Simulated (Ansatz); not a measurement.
# C2H7AlO2: a ladder of functionals and wavefunction methods

Aim: compute C2H7AlO2 with functionals from several rungs and with coupled cluster, and see how far each lands from CCSD(T) at the basis-set limit for the atomisation energy.

Method: functionals in def2-TZVPP, the program's frozen cores in correlated methods; program: Ansatz 0.2.0, Gaussian basis.

Levels to be run: LDA (SPW92), PBE-D4, revPBE-D4, BLYP-D4, r2SCAN-D4, B97M-V, PBE0-D4, B3LYP-D4, r2SCANh-D4, r2SCAN0-D4, HSE06-D4, BHLYP-D4, CAM-B3LYP-D4, LC-ωPBE, ωB97X-V, ωB97M-V, B2PLYP, PBE-QIDH; CCSD(T)/def2-SVP; CCSD(T)/def2-TZVPP; MP2/def2-QZVPP; extrapolation to the limit; RPA on PBE.

## (1) The relaxed structure

An earlier PBE0-D4 in a triple-zeta def2 set relaxation fixed the geometry.

SMILES `CO[CH2][AlH][OH]`, 12 atoms, charge 0, spin multiplicity 1.

Atoms are counted from 1 here; the program's logs count them from 0.

Bond lengths: C1–O2 1.395 Å, C1–H6 1.091 Å, C1–H7 1.100 Å, C1–H8 1.104 Å, O2–C3 1.422 Å, C3–Al4 1.986 Å, C3–H9 1.102 Å, C3–H10 1.097 Å, Al4–O5 1.698 Å, Al4–H11 1.582 Å, O5–H12 0.957 Å. Angles: O2–C1–H6 108.0°, O2–C1–H7 111.7°, O2–C1–H8 111.9°, H6–C1–H7 108.9°, H6–C1–H8 108.5°, H7–C1–H8 107.8°, C1–O2–C3 111.9°, O2–C3–Al4 112.5°, O2–C3–H9 110.4°, O2–C3–H10 106.2°, Al4–C3–H9 113.4°, Al4–C3–H10 108.6°, H9–C3–H10 105.1°, C3–Al4–O5 118.5°, C3–Al4–H11 124.8°, O5–Al4–H11 116.7°, Al4–O5–H12 121.2°.

## (2) LDA

This LDA is Slater exchange with PW92 correlation.

Contents of in.yaml:

```yaml
crystal:
  periodic: [false, false, false]
  atoms:
    - {symbol: C, position_ang: [-0.689758, -0.159859, 1.492698]}
    - {symbol: O, position_ang: [0.521673, 0.406843, 1.095440]}
    - {symbol: C, position_ang: [1.125788, -0.321859, 0.033901]}
    - {symbol: Al, position_ang: [0.227965, -0.009641, -1.710182]}
    - {symbol: O, position_ang: [-0.863943, 1.284361, -1.839440]}
    - {symbol: H, position_ang: [-1.106738, 0.460353, 2.287160]}
    - {symbol: H, position_ang: [-0.554302, -1.182823, 1.872688]}
    - {symbol: H, position_ang: [-1.415920, -0.201526, 0.662379]}
    - {symbol: H, position_ang: [1.210008, -1.388565, 0.298386]}
    - {symbol: H, position_ang: [2.159943, 0.038947, -0.035399]}
    - {symbol: H, position_ang: [0.499596, -0.844198, -3.026603]}
    - {symbol: H, position_ang: [-1.037311, 1.862769, -1.097126]}
basis:
  gaussian: {orbitals: def2-TZVPP}
hamiltonian: {xc: lda}
output: {orbitals: {seedname: orbitals}}
```

Run with:

```bash
ansatz run in.yaml --threads 4 --pin off --events-out ev --progress --plain --max-ram 10444MiB
```

The runs that follow: PBE-D4 (GGA); revPBE-D4 (GGA); BLYP-D4 (GGA); r2SCAN-D4 (meta-GGA); B97M-V (meta-GGA); B3LYP-D4 (hybrid); r2SCANh-D4 (hybrid); r2SCAN0-D4 (hybrid); HSE06-D4 (hybrid); BHLYP-D4 (hybrid); CAM-B3LYP-D4 (range-separated); LC-ωPBE (range-separated); ωB97X-V (range-separated); ωB97M-V (range-separated); B2PLYP (double hybrid); PBE-QIDH (double hybrid); CCSD(T) in def2-SVP; CCSD(T) in def2-TZVPP; MP2 in def2-QZVPP; RPA on PBE orbitals.

Q: Predict the results of all the runs planned. Wanted: atomisation energy, CCSD(T)/CBS; farthest beyond LDA; mean size of error, GGA; mean size of error, meta-GGA; mean size of error, hybrid; mean size of error, range-separated; mean size of error, double hybrid; gap, smallest and largest; T1 diagnostic.

The runs gave:

| quantity | value |
| --- | --- |
| atomisation energy, CCSD(T)/CBS | 1047.1 kcal/mol |
| functionals within 5.2 kcal/mol (0.5 %) | BLYP-D4, r2SCAN-D4, B97M-V, B3LYP-D4, CAM-B3LYP-D4, ωB97X-V, ωB97M-V |
| farthest beyond LDA | BHLYP-D4 (-37.8 kcal/mol) |
| mean size of error, GGA | 10.3 kcal/mol |
| mean size of error, meta-GGA | 0.1 kcal/mol |
| mean size of error, hybrid | 13.7 kcal/mol |
| mean size of error, range-separated | 2.5 kcal/mol |
| mean size of error, double hybrid | 13.7 kcal/mol |
| gap, smallest and largest | 3.82 eV (LDA (SPW92)), 10.81 eV (LC-ωPBE) |
| T1 diagnostic | 0.0120 |
| triples share of the correlation energy | 3.5 % |

LDA overbinds by 150.3 kcal/mol (14 %). PBE-D4 misses by +14.3 kcal/mol. Double hybrids carry the basis error of their MP2 part in triple zeta, and no dispersion term here, so their miss is partly the set-up's. The rungs meta-GGA, range-separated miss on average by less than the doubt on the reference (5.2 kcal/mol), so they tie. The reference freezes the cores and leaves out relativity and excitations past (T), so misses under about 5.2 kcal/mol can't be ranked. Hartree-Fock recovers 72 % of the binding; the rest is correlation. CCSD(T) in def2-SVP is off by -59.4 kcal/mol, more than most functionals: a good method in a small basis is no reference. The gap grows from 3.8 to 10.8 eV across the functionals, mostly with the share of exact exchange.
